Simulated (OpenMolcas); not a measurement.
# BHSF2 (SMILES FB(F)S) at HF/ANO-S-VDZ (constraint dihedral, constraint atoms (5, 4, 2, 1), constraint value -95.1)

Wanted: a saddle-point search of BHSF2. 

Program for the calculation: OpenMolcas 26.06.

5 further runs of the same task are left out: 1 that didn't finish, 4 set aside as unsound or not needed.

## Step 1: The molecule

The species is BHSF2 (5 atoms), meant as a singlet with charge 0. As SMILES, `FB(F)S`. The shape is that of a GFN2-xTB optimisation. The run starts from this shape.

Bond lengths: F1–B2 1.313 Å, B2–F3 1.320 Å, B2–S4 1.783 Å, S4–H5 1.329 Å. Angles: F1–B2–F3 115.8°, F1–B2–S4 122.1°, F3–B2–S4 122.1°, B2–S4–H5 95.9°.

## Step 2: A transition-state search at HF/ANO-S-VDZ (constraint dihedral, constraint atoms (5, 4, 2, 1), constraint value -95.1)

File geom.xyz:

```xyz
5

F      0.499310    -1.723240     0.152020
B      0.060690    -0.486410     0.205890
F     -0.580110    -0.151620     1.309730
S      0.322370     0.671210    -1.124190
H     -0.302260     1.690060    -0.543450
```

File run.input:

```
* BF2HS Hartree-Fock
>>> EXPORT MOLCAS_PRINT=2

&GATEWAY
  Coord
  geom.xyz
  Basis
  ANO-S-VDZ
  Group
  NoSym
>>> EXPORT MOLCAS_MAXITER=50
>>> Do While

&SEWARD

&SCF
  PrOrbitals
  0

&SLAPAF
  FindTS
  TSConstraints
  a = Dihedral H5 S4 B2 F1
  Value
  a = -95.1 degree
  End of TSConstraints
>>> EndDo
>>> COPY $Project.Opt.xyz $CurrDir/final.xyz
>>> COPY $Project.slapaf.h5 $CurrDir/final.slapaf.h5

&MCKINLEY
```

Launch:

```bash
$ export MOLCAS_MEM=1860
$ pymolcas run.input > run.log
```

Log:

```text
--- Start Module: gateway ---
[...]
--- Stop Module: gateway /rc=_RC_ALL_IS_WELL_ ---
[...]
      Basis functions           42
[...]
       Convergence after  11 Iterations
[...]
::    Total SCF energy                               -621.7377885013
[...]
 *              Molecular gradients               *
 **************************************************
  Irreducible representation: a
 ------------------------------------------------------------------------------------------
                              X                       Y                       Z
 ------------------------------------------------------------------------------------------
  F1               -2.05828852585102E-02    5.58252942907078E-02    4.54703869954752E-03
  B2               -5.65649342487773E-03   -2.38494657347266E-02    2.70782614266523E-02
  F3                2.84012405146132E-02   -1.49830594123910E-02   -4.81704937365048E-02
  S4               -9.41036773228454E-03   -6.50452962966952E-04    2.03115568049768E-02
  H5                7.24850590104031E-03   -1.63423161806517E-02   -3.76636319467494E-03
 ------------------------------------------------------------------------------------------
[...]
 ###    WARNING:  Warning: dihedral angle close to end of range              ###
 ###############################################################################
 A        : Dihedral=   179.9201   / degree    3.140198 / rad
[...]
 Geometry is converged in  17 iterations to a Transition State Structure
*****************************************************************************************************************
*****************************************************************************************************************
++ Geometry section
********************************************************************************
  Geometrical information of the final structure
********************************************************************************
  NOTE: on convergence the final predicted structure will be printed here.
  This is not identical to the structure printed in the head of the output.
 *********************************************************
[...]
     Frequency:      i387.21    416.35    484.71    500.01    676.72    888.03
[...]
     Frequency:      1407.67   1865.02   3330.58
[...]
       Convergence after   3 Iterations
[...]
::    Total SCF energy                               -621.7294830322
[...]
      Total spin, S                                     0.0000000000
[...]
      Total electronic charge=   40.000000
      Total            charge=   -0.000000
[...]
      Dipole Moment (debye):
      Origin of the operator (angstrom)=   -0.1434   -0.2156   -0.0606
                   X=  7.4870E-01               Y=  1.8323E+00               Z= -2.9635E-01           Total=  2.0014E+00
      Quadrupole Moment (debye*angstrom):
[...]
--- Start Module: mckinley ---
[...]
--- Stop Module: mckinley /rc=_RC_INVOKED_OTHER_MODULE_ ---
[...]
--- Start Module: mclr ---
[...]
        Frequency:          895.77 cm-1
      ---------------------------------
[...]
        Frequency:         1230.05 cm-1
      ---------------------------------
[...]
        Frequency:         1329.02 cm-1
      ---------------------------------
[...]
        Frequency:         2694.71 cm-1
      ---------------------------------
[...]
--- Stop Module: mclr /rc=_RC_ALL_IS_WELL_ ---
[...]
```

It took 55 s on 1 thread of Arm Neoverse V1, shared host; peak memory 0.38 GiB.

Steps, from the record of the run:

| step | energy from the first frame kept (eV) | largest force (eV/Å) |
| --- | --- | --- |
| 0 | 0.0000 | 3.0685 |
| 1 | -0.0757 | 1.4368 |
| 2 | -0.0925 | 1.3183 |
| 3 | -0.0400 | 1.4107 |
| 4 | 0.2937 | 2.1889 |
| 5 | 0.4615 | 2.4167 |
| 6 | 0.5628 | 3.0190 |
| 7 | 0.5470 | 2.5975 |
| 8 | 0.2772 | 1.6820 |
| 9 | 0.1916 | 0.5139 |
| 10 | 0.2225 | 0.3204 |
| 11 | 0.2274 | 0.2128 |
| 12 | 0.2266 | 0.0870 |
| 13 | 0.2262 | 0.0503 |
| 14 | 0.2261 | 0.0230 |
| 15 | 0.2260 | 0.0073 |
| 16 | 0.2260 | 0.0017 |

After the run. Bond lengths: F1–B2 1.373 Å, B2–F3 1.373 Å, B2–S4 1.865 Å, S4–H5 1.363 Å. Angles: F1–B2–F3 113.9°, F1–B2–S4 123.0°, F3–B2–S4 123.0°, B2–S4–H5 97.1°.

## Step 3: Results

Level: HF/ANO-S-VDZ (constraint dihedral, constraint atoms (5, 4, 2, 1), constraint value -95.1).

| quantity | value |
| --- | --- |
| total energy at the end | -621.72948 Eh |
| dipole moment | 2.00 D |
| HOMO energy | -11.62 eV |
| LUMO energy | 1.49 eV |
| HOMO–LUMO gap | 13.11 eV |
| lowest harmonic wavenumber | 374i cm⁻¹ (imaginary) |
| highest harmonic wavenumber | 2695 cm⁻¹ |

In words: At the final geometry: Bond lengths: F1–B2 1.373 Å, B2–F3 1.373 Å, B2–S4 1.865 Å, S4–H5 1.363 Å. Angles: F1–B2–F3 113.9°, F1–B2–S4 123.0°, F3–B2–S4 123.0°, B2–S4–H5 97.1°. 1 mode is imaginary (lowest 374i cm⁻¹): a first-order saddle point.
